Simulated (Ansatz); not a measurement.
**CHFISi+: one structure at several levels**

An exercise on one series of results from a longer session: the logs are not shown, and one member is left open.

Program: Ansatz 0.2.0, Gaussian basis. Level of theory: single points in def2-TZVPP. These are calculated values, not measurements.

Correlated methods freeze the cores. Filled d shells of the heavier atoms are correlated. Core potentials replace the inner electrons past krypton, and spin-orbit coupling is left out.

## The system as given

5 atoms, charge 1, spin multiplicity 1.

Atoms are counted from 1 here; the program's logs count them from 0.

Bond lengths: F1–C2 1.354 Å, C2–Si3 1.926 Å, C2–I4 2.161 Å, Si3–H5 1.529 Å. Angles: F1–C2–Si3 119.0°, F1–C2–I4 113.5°, Si3–C2–I4 119.6°, C2–Si3–H5 111.3°.

Coordinates:

```xyz
5
charge 1, multiplicity 1
F     0.0587   -1.4300    1.0970
C    -0.1489   -0.5368    0.1014
Si    0.3927    1.2932    0.3625
I    -1.8950   -0.9712   -1.0954
H     1.6221    1.6331   -0.4804
```

The first run:

Input file run/in.yaml:

```yaml
crystal:
  periodic: [false, false, false]
  atoms:
    - {symbol: F, position_ang: [0.058700, -1.430000, 1.097000]}
    - {symbol: C, position_ang: [-0.148900, -0.536800, 0.101400]}
    - {symbol: Si, position_ang: [0.392700, 1.293200, 0.362500]}
    - {symbol: I, position_ang: [-1.895000, -0.971200, -1.095400]}
    - {symbol: H, position_ang: [1.622100, 1.633100, -0.480400]}
basis:
  gaussian: {orbitals: def2-TZVPP}
total_charge: 1
correlation: {method: ccsd_t}
output: {forces: true}
```

The command line of these runs was not kept.

Among the steps run: CCSD(T)/def2-TZVPP; PBE0-D4/def2-TZVPP; wB97M-V/def2-TZVPP; r2SCAN-D4/def2-TZVPP; PBE-D4/def2-TZVPP; r2SCANh-D4/def2-TZVPP; HSE06-D4/def2-TZVPP.

One of the session's tables, all rows but one given; the rest of the session is left out.

| method | RMS force component (eV/Å) | angle to CCSD(T) forces (°) |
| --- | --- | --- |
| CCSD(T) | 0.968 | reference |
| PBE0-D4 | ? | ? |
| wB97M-V | 1.110 | 3.0 |
| r2SCAN-D4 | 0.929 | 9.0 |
| PBE-D4 | 0.774 | 11.3 |
| r2SCANh-D4 | 1.039 | 7.8 |
| HSE06-D4 | 1.106 | 6.8 |

**Question.** Estimate the row for PBE0-D4.

As computed: RMS force component (eV/Å): 1.111; angle to CCSD(T) forces (°): 6.6. In the column «RMS force component (eV/Å)» it is the highest.
